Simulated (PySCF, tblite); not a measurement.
# FH3OSi2 (triplet), a cluster model of a defect: EPR parameters

Wanted: the EPR parameters for `F[Si]O[SiH3]`. It is drawn as: twofold Si.

Computed with tblite 0.8.0 and PySCF 2.14.0; each step states its level. No surroundings beyond the atoms listed, unless a continuum is named. Atoms count from 0, parts from 1.

### Step 1. Starting point

7 atoms, charge 0, multiplicity 3; geometry: distance geometry start.

### Step 2. Geometry optimisation with GFN2-xTB

Job settings and geometry (Å):

```
{"job": {"kind": "relax", "xc": "GFN2-xTB", "basis": "xTB"}, "charge": 0, "multiplicity": 3}
Si     1.824330    -0.236261     0.827981
O      0.277016    -0.709999     1.461657
Si    -0.822525    -0.233913     0.199293
F      2.149980     1.406290     1.105131
H     -2.200031    -0.606045     0.624735
H     -0.743100     1.210598     0.143444
H     -0.468939    -0.792195    -1.096415
```

Method: GFN2-xTB geometry optimisation, gas phase.

The run is started by

```bash
OMP_NUM_THREADS=1 python cluster_run.py task.json out
```

This one command runs all jobs of the session in turn.

The log of the run:

```text
step      E/eV     max force
  0    -374.57947    2.563
  1    -374.72571    1.818
  2    -374.83249    1.300
  3    -374.86247    0.729
  4    -374.90992    0.618
  5    -374.95886    0.843
  6    -374.98688    0.791
  7    -375.02629    0.450
  8    -375.03938    0.391
  9    -375.05136    0.378
 10    -375.07503    0.451
 11    -375.09869    0.600
 12    -375.12335    0.608
 13    -375.14751    0.404
 14    -375.15828    0.254
 15    -375.16190    0.265
 16    -375.16681    0.203
 17    -375.17055    0.208
 18    -375.17419    0.189
 19    -375.17720    0.151
 20    -375.17944    0.147
 21    -375.18132    0.133
 22    -375.18268    0.086
 23    -375.18334    0.089
 24    -375.18379    0.099
 25    -375.18448    0.111
 26    -375.18568    0.136
 27    -375.18728    0.150
 28    -375.18854    0.106
 29    -375.18916    0.063
 30    -375.18941    0.060
 31    -375.18962    0.055
 32    -375.19007    0.070
 33    -375.19082    0.087
 34    -375.19172    0.079
 35    -375.19240    0.075
 36    -375.19292    0.069
 37    -375.19338    0.063
 38    -375.19404    0.083
 39    -375.19532    0.108
 40    -375.19691    0.120
 41    -375.19811    0.064
 42    -375.19864    0.046
 43    -375.19886    0.038
 44    -375.19898    0.036
 45    -375.19910    0.032
 46    -375.19940    0.036
 47    -375.19963    0.046
 48    -375.19986    0.032
 49    -375.19995    0.019
 50    -375.20002    0.021
 51    -375.20010    0.028
 52    -375.20014    0.026
 53    -375.20016    0.014
 54    -375.20020    0.017
 55    -375.20022    0.026
 56    -375.20031    0.044
 57    -375.20040    0.045
 58    -375.20047    0.027
 59    -375.20052    0.023
 60    -375.20059    0.037
 61    -375.20075    0.063
 62    -375.20112    0.116
 63    -375.20182    0.176
 64    -375.20250    0.168
 65    -375.20279    0.191
 66    -375.20251    0.142
 67    -375.20351    0.050
 68    -375.20367    0.087
 69    -375.20386    0.039
 70    -375.20396    0.028
 71    -375.20413    0.031
 72    -375.20437    0.037
 73    -375.20451    0.008
```

Wall time 1.2 s (1 thread of Arm Neoverse N1, shared host).

Step by step:

```tsv
step	energy from step 0 (eV)	largest force (eV/Å)
0	0.0000	2.5630
3	-0.2830	0.7293
6	-0.4074	0.7910
9	-0.4719	0.3779
12	-0.5439	0.6079
15	-0.5824	0.2647
18	-0.5947	0.1892
21	-0.6019	0.1333
24	-0.6043	0.0992
27	-0.6078	0.1503
30	-0.6099	0.0599
33	-0.6113	0.0873
36	-0.6135	0.0683
39	-0.6158	0.1083
42	-0.6192	0.0466
45	-0.6196	0.0320
48	-0.6204	0.0325
51	-0.6206	0.0273
54	-0.6207	0.0172
57	-0.6209	0.0450
60	-0.6211	0.0375
63	-0.6223	0.1757
66	-0.6230	0.1415
69	-0.6244	0.0393
72	-0.6249	0.0364
73	-0.6250	0.0085
```

Distances of close pairs at the start and the end, largest changes first:

```tsv
bond	before (Å)	after (Å)	change (Å)
Si0–O1	1.738	1.617	-0.120
O1–Si2	1.740	1.636	-0.104
Si0–F3	1.697	1.644	-0.053
Si2–H4	1.489	1.456	-0.033
Si2–H5	1.448	1.462	+0.015
Si2–H6	1.454	1.463	+0.008
```

### Step 3. Relaxing the molecule at PBE0-D3(BJ)/def2-SVP

Job settings and geometry (Å):

```
{"job": {"xc": "PBE0", "basis": "def2-SVP", "d3": "d3bj", "grid": 2, "kind": "geom", "shake": 0.01}, "charge": 0, "multiplicity": 3}
Si     1.830900    -0.198823     1.136715
O      0.255486    -0.414393     0.730762
Si    -0.953459    -0.160534    -0.365137
F      2.586492     1.050759     0.317697
H     -1.995030    -0.968713     0.226779
H     -1.196609     1.285297    -0.394646
H     -0.497163    -0.627597    -1.675017
```

The log of the run:

```text
step   0  E = -755.10176770  max force = 0.019680
step   1  E = -755.10667196  max force = 0.011290
step   2  E = -755.10702083  max force = 0.002822
step   3  E = -755.10716412  max force = 0.002093
step   4  E = -755.10749964  max force = 0.008721
step   5  E = -755.10780168  max force = 0.012581
step   6  E = -755.10834361  max force = 0.010020
step   7  E = -755.10865062  max force = 0.001957
step   8  E = -755.10870449  max force = 0.001389
step   9  E = -755.10873606  max force = 0.002510
step  10  E = -755.10881622  max force = 0.001969
step  11  E = -755.10736341  max force = 0.006824
step  12  E = -755.10861812  max force = 0.003314
step  13  E = -755.10890145  max force = 0.001656
step  14  E = -755.10889809  max force = 0.000427
step  15  E = -755.10893137  max force = 0.000432
step  16  E = -755.10893281  max force = 0.000485
step  17  E = -755.10893464  max force = 0.000423
optimisation converged
```

It took 1.9 min on 1 thread of Arm Neoverse N1, shared host; peak memory 0.41 GiB.

Relaxation path: (the energy doesn't fall at every step)

```tsv
step	energy from step 0 (eV)	largest force component (eV/Å)
0	0.0000	1.0120
1	-0.1335	0.5806
2	-0.1429	0.1451
3	-0.1468	0.1076
4	-0.1560	0.4485
5	-0.1642	0.6469
6	-0.1789	0.5152
7	-0.1873	0.1006
8	-0.1888	0.0714
9	-0.1896	0.1291
10	-0.1918	0.1013
11	-0.1523	0.3509
12	-0.1864	0.1704
13	-0.1941	0.0852
14	-0.1940	0.0220
15	-0.1949	0.0222
16	-0.1950	0.0249
17	-0.1950	0.0218
```

Distances of close pairs at the start and the end, largest changes first:

```tsv
bond	before (Å)	after (Å)	change (Å)
Si2–H4	1.445	1.488	+0.042
Si0–F3	1.674	1.634	-0.040
O1–Si2	1.651	1.681	+0.029
Si2–H6	1.464	1.493	+0.029
Si2–H5	1.466	1.491	+0.025
Si0–O1	1.641	1.658	+0.017
```

The final coordinates are the input of the step that follows.

```tsv
at the end point	value
point group (found at 0.08 Å tolerance)	C1
rotational constants (GHz, main isotopes)	15.417, 2.070, 1.927
dipole moment (D)	1.71
⟨S²⟩	2.002
```

### Step 4. g tensor and hyperfine couplings: B3LYP/IGLO-III+pcH-1

Job settings and geometry (Å):

```
{"job": {"kind": "epr"}, "charge": 0, "multiplicity": 3}
Si     1.945195    -0.295395     0.714943
O      0.289275    -0.353734     0.769506
Si    -0.941326    -0.176865    -0.361354
F      2.633476     1.175733     0.892812
H     -2.141541    -0.869958     0.178857
H     -1.227962     1.272956    -0.558451
H     -0.526489    -0.786791    -1.659071
```

Method: UKS B3LYP, IGLO-III on F O Si, pcH-1 on H, non-relativistic, mean-field spin-orbit, GIAO.

The log of the run:

```text
UKS, coarse grid
  cycle   1  E = -755.83619840  |g| = 7.07e-01
  cycle   2  E = -755.13983241  |g| = 1.50e+00
  cycle   3  E = -755.99636804  |g| = 1.57e-01
  cycle   4  E = -756.00239818  |g| = 1.22e-01
  cycle   5  E = -756.00680846  |g| = 1.81e-02
  cycle   6  E = -756.00693810  |g| = 3.80e-03
  cycle   7  E = -756.00694809  |g| = 1.18e-03
  cycle   8  E = -756.00694871  |g| = 4.90e-04
UKS, final grid
  cycle   1  E = -756.00699467  |g| = 7.52e-04
  cycle   2  E = -756.00699409  |g| = 1.53e-03
  cycle   3  E = -756.00699490  |g| = 6.70e-05
  cycle   4  E = -756.00699490  |g| = 3.36e-05
  cycle   5  E = -756.00699490  |g| = 2.86e-05
E = -756.00699490 Eh   <S^2> = 2.0018 (exact 2.0000)
g shifts (ppm)      1          2          3
  rmc          -191       -191       -191
  gc             51         28         50
  oz_so       -3705      -1852       -439
  total       -3845      -2016       -580
hyperfine (MHz)  atom isotope    a_iso     a_fc   dipolar eigenvalues
    0  29Si    -942.19    -943.78    -84.09     10.65     73.44
    1   17O     -46.45     -46.43    -16.85      2.05     14.80
    2  29Si     -22.16     -22.19     -3.02      1.15      1.87
    3   19F     203.34     202.24   -149.03     25.23    123.80
    4    1H       2.02       2.02     -1.17     -0.99      2.16
    5    1H       3.09       3.08     -1.27     -1.07      2.34
    6    1H      -1.43      -1.43     -1.99     -1.33      3.32
zero-field splitting (cm-1)  D = 0.1485  E = 0.0310  (spin-spin -0.2615, spin-orbit -0.2042)
```

It took 47 s on 1 thread of Arm Neoverse N1, shared host; peak memory 0.57 GiB.

Principal g values 1.99847, 2.00030, 2.00174; g(iso) = 2.00017, against 2.00232 for a free electron.

Hyperfine couplings, nucleus by nucleus at this fixed geometry (no averaging over rotations):

```tsv
nuclei	isotope	a(iso) (MHz)	a(iso) (G, at g = 2.0023)	largest dipolar term (MHz)
Si0	29Si	-942.2	-336.2	-84.1
F3	19F	203.3	72.6	-149.0
O1	17O	-46.5	-16.6	-16.9
Si2	29Si	-22.2	-7.9	-3.0
H5	1H	3.1	1.1	2.3
H4	1H	2.0	0.7	2.2
H6	1H	-1.4	-0.5	3.3
```

Zero-field splitting: D = 0.149 cm⁻¹ (spin-spin -0.262, spin-orbit -0.204), E = 0.031 cm⁻¹.

The parts don't add up to D because each tensor has axes of its own, and the sign of D turns on which axis is taken as unique; it is unsure here.

Mulliken spin populations:

```tsv
atom	value (e)
Si0	1.85
O1	0.07
Si2	0.01
F3	0.05
H4	0.00
H5	0.00
H6	0.00
```

Orbitals, density, ELF and potential are computed afterwards from the orbital file.

ELF in a plane through or near 4 of the atoms.

Values, 10 rows by 14 columns:
```
0.00 0.00 0.00 0.00 0.00 0.00 0.00 0.00 0.00 0.00 0.00 0.00 0.00 0.00
0.00 0.00 0.00 0.09 0.16 0.03 0.00 0.00 0.00 0.00 0.00 0.00 0.00 0.00
0.00 0.00 0.24 0.80 0.81 0.32 0.03 0.03 0.00 0.02 0.01 0.00 0.00 0.00
0.00 0.01 0.28 0.89 0.53 0.25 0.46 0.33 0.09 0.33 0.37 0.04 0.00 0.00
0.00 0.01 0.07 0.32 0.72 0.20 0.76 0.70 0.09 0.71 0.73 0.17 0.00 0.00
0.00 0.04 0.51 0.81 0.49 0.21 0.58 0.35 0.55 0.20 0.30 0.04 0.00 0.00
0.00 0.03 0.47 0.84 0.64 0.03 0.03 0.55 0.98 0.71 0.04 0.00 0.00 0.00
0.00 0.00 0.06 0.23 0.12 0.00 0.04 0.98 1.00 0.99 0.23 0.00 0.00 0.00
0.00 0.00 0.00 0.00 0.00 0.00 0.01 0.49 0.94 0.57 0.01 0.00 0.00 0.00
0.00 0.00 0.00 0.00 0.00 0.00 0.00 0.00 0.00 0.00 0.00 0.00 0.00 0.00
```
The map spans 11.1 Å across and 8.3 Å up, centred on the molecule. Atoms in the plane (x, y in Å): Si0 (-2.0, 0.7), Si2 (1.0, 0.0), F3 (-3.0, -0.6), H5 (1.1, -1.5).

On the surface of density 0.002 e/bohr³ the electrostatic potential runs, from the 1st to the 99th percentile, from -0.78 V near F3 to 1.57 V near H4.

The spin density lies nearest to Si0 78 %; O1 10 %; F3 10 %.

### Step 5. g tensor and hyperfine couplings: BHandHLYP/IGLO-III+pcH-1

Settings changed since step 4:

```diff
@@ -1,2 +1,2 @@
-{"job": {"kind": "epr"}, "charge": 0, "multiplicity": 3}
+{"job": {"kind": "epr", "xc": "BHandHLYP"}, "charge": 0, "multiplicity": 3}
 Si     1.945195    -0.295395     0.714943
```

With the program's defaults for keys left out, this is: UKS BHandHLYP, IGLO-III on F O Si, pcH-1 on H, non-relativistic, mean-field spin-orbit, GIAO.

The log of the run:

```text
UKS, coarse grid
  cycle   1  E = -755.75665391  |g| = 5.96e-01
  cycle   2  E = -755.66883346  |g| = 8.09e-01
  cycle   3  E = -755.88845990  |g| = 5.50e-02
  cycle   4  E = -755.88973761  |g| = 3.78e-02
  cycle   5  E = -755.89025442  |g| = 1.01e-02
  cycle   6  E = -755.89031949  |g| = 2.50e-03
  cycle   7  E = -755.89033174  |g| = 9.31e-04
  cycle   8  E = -755.89033381  |g| = 3.31e-04
UKS, final grid
  cycle   1  E = -755.89036277  |g| = 1.78e-04
  cycle   2  E = -755.89036282  |g| = 1.04e-04
  cycle   3  E = -755.89036284  |g| = 7.11e-05
  cycle   4  E = -755.89036284  |g| = 3.99e-05
  cycle   5  E = -755.89036285  |g| = 3.54e-06
E = -755.89036285 Eh   <S^2> = 2.0030 (exact 2.0000)
g shifts (ppm)      1          2          3
  rmc          -193       -193       -193
  gc             52         28         50
  oz_so       -3378      -1813       -502
  total       -3520      -1979       -644
hyperfine (MHz)  atom isotope    a_iso     a_fc   dipolar eigenvalues
    0  29Si    -983.60    -985.15    -86.31     10.04     76.27
    1   17O     -51.64     -51.62    -15.81      1.61     14.20
    2  29Si     -18.14     -18.16     -2.68      0.96      1.72
    3   19F     245.65     244.60   -142.50     23.76    118.74
    4    1H       1.42       1.42     -1.14     -1.00      2.13
    5    1H       2.27       2.27     -1.24     -1.08      2.32
    6    1H      -1.87      -1.87     -1.97     -1.35      3.32
zero-field splitting (cm-1)  D = -0.1900  E = -0.0136  (spin-spin -0.2736, spin-orbit 0.0841)
```

Wall time 47 s (1 thread of Arm Neoverse N1, shared host); peak memory 0.57 GiB.

In short: g(iso) 2.00027.

### Step 6. Side by side: EPR parameters

g, ⟨S²⟩ and isotropic hyperfine couplings (MHz), with basis size and wall time:

```tsv
run	g(iso)	⟨S²⟩	29Si Si0	19F F3	17O O1	29Si Si2	1H H5	functions	time
B3LYP/IGLO-III+pcH-1	2.00017	2.002	-942.2	203.3	-46.5	-22.2	3.1	188	47 s
BHandHLYP/IGLO-III+pcH-1	2.00027	2.003	-983.6	245.7	-51.6	-18.1	2.3	188	47 s
```

### Step 7. Results

| quantity | value |
| --- | --- |
| point group | C1 |
| rotational constants (main isotopes) | 15.42, 2.07, 1.93 GHz |
| D, E (B3LYP) | 0.149, 0.031 cm⁻¹ |
| g(iso) (B3LYP) | 2.00017 |
| ⟨S²⟩ | 2.002 (exact 2.00) |
| largest a(iso) | 29Si on Si0, -942.2 MHz |
| surface potential, 1st and 99th percentile | -0.78 V and 1.57 V |

Over 17 steps the energy fell by 0.195 eV; of the close pairs, Si2–H4 changed most, 1.445 to 1.488 Å (PBE0/def2-SVP). Most of the unpaired spin sits on Si0 (1.85 e). The isotropic g lies 2.1 ppt below the free-electron value. The coupling of 29Si on Si0 runs from -983.6 (BHandHLYP/IGLO-III+pcH-1) to -942.2 MHz (B3LYP/IGLO-III+pcH-1). The triplet was assumed; the singlet may lie lower.
